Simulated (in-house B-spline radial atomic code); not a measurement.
**Cl⁷⁺: ionisation energy by several methods**

An exercise on one series of results from a longer session: the logs are not shown, and one member is left open.

Method: Dirac-Coulomb, several functionals; spherical all-electron atom at the radial basis limit. Code: in-house B-spline radial atomic code version 1.

### The system

```
element       : chlorine (Z = 17)
charge        : +7
electrons     : 10
configuration : [He] 2s2 2p6
nucleus       : Fermi, rms radius 3.365 fm
```

Outer shells as boxes (Hund's rule):

[He] 2s2 2p6
```
[He] core
2s [↑↓]
2p [↑↓][↑↓][↑↓]
```

Set-up of the first run:

The run's settings:

```ini
Z = 17
electrons = 10.0
configuration = [He] 2s2 2p6
hamiltonian = dirac
method = pw91,pw91
spin_polarised = False
nucleus = fermi
rms_radius = 3.3654
mass_number = 35
atomic_mass = 34.968852694
speed_of_light = 137.035999084
```

Among the steps run: PW91; relativistic LDA; BLYP; LDA (VWN5); exchange-only LDA; PBE.

One table of the session follows, with a row left open; its other results are not shown here.

```
           method  ΔSCF (eV)
 relativistic LDA     349.85
       LDA (VWN5)     349.98
exchange-only LDA     347.49
             PW91     350.46
             BLYP          ?
              PBE     350.15
```

Q: Estimate the row for BLYP from the others.

**Answer.** ΔSCF (eV): 350.27. In the column «ΔSCF (eV)» it lies between PBE (350.15) and PW91 (350.46).
